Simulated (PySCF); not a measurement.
# A diatomic session: HgH+

The task here is to estimate one member of a computed series from the others.

Method: Hg def2-TZVP with ECP60, H def2-TZVP, scalar-relativistic core potentials; program: PySCF 2.14.0.

The first run:

A driver script around PySCF takes these settings:

```yaml
atoms: Hg, H
charge: 1
basis: Hg def2-TZVP with ECP60, H def2-TZVP
Hamiltonian: scalar-relativistic core potentials
basis_functions: 49
electrons_treated: 20
masses_in_u: 201.9706, 1.0078
levels: PBE0, PBE, r²SCAN, BP86, r²SCAN0, LDA, ωB97X, HF, MP2, SCS-MP2, CCSD, CCSD(T)
grid: 80 radial by 434 angular points
occupations: held fixed by the projection of orbital angular momentum
dissociation_limit: Hg+ + H, each in its ground configuration
starting_distance_in_angstrom: 1.795
values_of_2S_to_try: 0, 2
```

Command:

```bash
$ OMP_NUM_THREADS=1 python dia.py task.json out
```

Steps of the session up to this table: Input; First curve: PBE0; Other states along the same grid; PBE; r²SCAN (meta-GGA); BP86 (GGA); r²SCAN0; LDA; ωB97X (range-separated hybrid); RHF; Adding correlation.

One of the session's tables, all rows but one given; the rest of the session is left out.

It belongs to the step «The curves together». Energy (eV) from each level's lowest point:

| R (Å) | RHF | RHF-MP2 | RHF-SCS-MP2 | RHF-CCSD | RHF-CCSD(T) |
| --- | --- | --- | --- | --- | --- |
| 1.380 | 0.665 | 0.423 | 0.455 | n/a | n/a |
| 1.444 | 0.324 | 0.164 | 0.183 | 0.224 | 0.226 |
| 1.509 | 0.119 | 0.033 | 0.041 | 0.065 | 0.066 |
| 1.557 | 0.035 | 0.000 | 0.000 | 0.011 | 0.012 |
| 1.605 | 0.000 | 0.009 | 0.002 | 0.000 | 0.000 |
| 1.653 | ? | ? | ? | ? | ? |
| 1.717 | 0.058 | 0.151 | 0.127 | 0.097 | 0.093 |
| 1.798 | 0.184 | 0.319 | 0.285 | 0.236 | 0.226 |
| 1.894 | 0.396 | 0.562 | 0.517 | 0.445 | 0.426 |
| 2.022 | 0.738 | 0.919 | 0.861 | n/a | n/a |

Estimate the missing values for R (Å) = 1.653.

Worked estimate for «RHF». A straight line through the neighbours (1.605, 0.000) and (1.717, 0.058) gives 0.000 + (0.058 − 0.000) × (1.653 − 1.605) / (1.717 − 1.605) = 0.025; a parabola fitted to 4 rows on both sides gives 0.007.

The run gave: RHF: 0.004; RHF-MP2: 0.053; RHF-SCS-MP2: 0.038; RHF-CCSD: 0.024; RHF-CCSD(T): 0.022. In «RHF» the line misses by +0.021 and the parabola by +0.003.
